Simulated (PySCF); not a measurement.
# HgP+: from the state search to spectroscopic constants

An exercise on one series of results from a longer session: the logs are not shown, and one member is left open.

Program: PySCF 2.14.0. Level of theory: Hg def2-SVP with ECP60, P def2-SVP, scalar-relativistic core potentials. These are calculated values, not measurements.

1 further run of the same task is left out (it didn't finish).

Set-up of the first run:

A driver script around PySCF takes these settings:

- atoms: Hg, P
- charge: 1
- basis: Hg def2-SVP with ECP60, P def2-SVP
- Hamiltonian: scalar-relativistic core potentials
- basis functions: 50
- electrons treated: 34
- masses in u: 201.9706, 30.9738
- levels: PBE0, PBE, r²SCAN, MN15, BLYP, BHandHLYP, HF, MP2, SCS-MP2
- grid: 80 radial by 434 angular points
- occupations: held fixed by the projection of orbital angular momentum
- dissociation limit: Hg+ + P, each in its ground configuration
- starting distance in angstrom: 2.540
- values of 2S to try: 0, 2, 4

Launch:

```sh
$ OMP_NUM_THREADS=1 python dia.py task.json out
```

Steps of the session up to this table: Set-up; First curve: PBE0; Other states along the same grid; PBE; r²SCAN; MN15 (hybrid meta-GGA); BLYP (GGA); BHandHLYP; ROHF.

One of the session's tables, all rows but one given; the rest of the session is left out.

```
       level  Re (Å)  ωe (cm⁻¹)  De (eV)
        ROHF       ?          ?        ?
    ROHF-MP2   2.466      256.9     1.96
ROHF-SCS-MP2   2.493      247.4     1.89
         PBE   2.476      249.0     2.69
        BLYP   2.528      227.0     2.70
      r²SCAN   2.452      261.1     2.43
        PBE0   2.467      257.9     2.28
        MN15   2.461      245.4     2.52
   BHandHLYP   2.502      245.8     1.97
```

Estimate the missing values for ROHF.

As computed: Re (Å): 2.543; ωe (cm⁻¹): 242.9; De (eV): 0.428. In the column «Re (Å)» it is the highest.

De is counted to Hg+ + P in their ground configurations.
